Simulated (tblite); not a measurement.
# C5H11CdOSi: the cost of one run

Programs: tblite 0.8.0 and PySCF 2.14.0. All values are calculated, for the isolated system unless a continuum is named. Atoms count from 0, parts from 1.

## 1. Starting point

19 atoms, charge 1, multiplicity 1; geometry: rigid parts in contact. Parts: 1 = atoms 0–17, `C[Si]1(C)CC([O-])C1`, charge -1; 2 = atom 18, `[Cd+2]`, charge 2.

## 2. Docking the parts with GFN2-xTB

What the job is given:

```
{"job": {"kind": "dock", "xc": "GFN2-xTB", "basis": "xTB"}, "charge": 1, "multiplicity": 1, "parts": [{"atoms": "0-17", "charge": -1, "multiplicity": 1}, {"atoms": "18-18", "charge": 2, "multiplicity": 1}]}
C     -1.637338    -1.444824    -0.528957
Si    -0.392910    -0.058048    -0.057260
C     -1.464912     1.519825     0.188284
C      0.905341    -0.389515     1.267430
C      2.083995     0.118760     0.268565
O      3.157691    -0.575881     0.226684
C      1.173951     0.166517    -1.078526
H     -2.178594    -1.196323    -1.437607
H     -2.370457    -1.603155     0.257124
H     -1.121340    -2.384128    -0.696234
H     -2.197287     1.385588     0.979983
H     -2.005977     1.780222    -0.717689
H     -0.838539     2.364753     0.454594
H      1.060408    -1.444338     1.494746
H      0.867451     0.152727     2.213276
H      2.219752     1.219935     0.545989
H      1.310012     1.072532    -1.670613
H      1.428751    -0.684648    -1.709788
Cd    -1.170316    -1.194085     2.472786
```

Method: GFN2-xTB search for minima from random contacts, gas phase.

Launch:

```
$ OMP_NUM_THREADS=1 python cluster_run.py task.json out
```

One launch serves the whole session: the jobs run in the order shown.

**Question.** How long does this first job take on 1 thread of Arm Neoverse N1, shared host?

About 1.9 min.
